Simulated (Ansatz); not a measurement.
# BaH radical: geometry and frequencies at several levels

The task here is to estimate one member of a computed series from the others.

Method: the levels named in each step, in Ansatz 0.2.0.

### The starting structure

Bond lengths: Ba1–H2 2.241 Å.

As a file:

```xyz
2

Ba    0.0000    0.0000   -0.0659
H     0.0000    0.0000    2.1753
```

Set-up of the first run:

Contents of input.yaml:

```yaml
crystal:
  periodic: [false, false, false]
  atoms:
    - { symbol: Ba, position_ang: [0.0, 0.0, -0.06593664] }
    - { symbol: H, position_ang: [0.0, 0.0, 2.17530664] }
magnetization:
  spin_polarized: true
  initial_magnetization: 1
basis:
  gaussian: { orbitals: def2-TZVPP }
hamiltonian:
  xc: pbe0
  dispersion: d4
relax:
  f_tol: 0.002
  max_steps: 150
```

The run is started by

```bash
$ ansatz run input.yaml --threads 1 --pin off --max-ram 2560MiB --backend cpu --events-out ev --progress --plain --runs-dir out
```

Steps of the session up to this table: Relaxation, PBE0-D4/def2-TZVPP; Frequencies, PBE0-D4/def2-TZVPP; Relaxation, PBE-D4/def2-TZVPP; Frequencies, PBE-D4/def2-TZVPP; Relaxation, r2SCAN-D4/def2-TZVPP; Frequencies, r2SCAN-D4/def2-TZVPP; Relaxation, B3LYP-D4/def2-TZVPP; Frequencies, B3LYP-D4/def2-TZVPP; Relaxation, B2PLYP/def2-TZVPP; Frequencies, B2PLYP/def2-TZVPP.

One table of the session follows, with a row left open; its other results are not shown here.

It belongs to the step «Geometries side by side». 

```
               level  Ba1–H2 (Å)  rotational constants (MHz)  dipole (D)  highest frequency (cm⁻¹)
  PBE0-D4/def2-TZVPP      2.2181                      102670        3.50                      1187
   PBE-D4/def2-TZVPP      2.2241                      102110        3.50                      1159
r2SCAN-D4/def2-TZVPP      2.2324                      101360        3.67                      1178
 B3LYP-D4/def2-TZVPP           ?                           ?           ?                         ?
   B2PLYP/def2-TZVPP      2.2284                      101720        3.69                      1183
```

Estimate the missing values for B3LYP-D4/def2-TZVPP.

**Answer.** Ba1–H2 (Å): 2.2321; rotational constants (MHz): 101380; dipole (D): 3.77; highest frequency (cm⁻¹): 1162. In the column «Ba1–H2 (Å)» it lies between B2PLYP/def2-TZVPP (2.2284) and r2SCAN-D4/def2-TZVPP (2.2324).
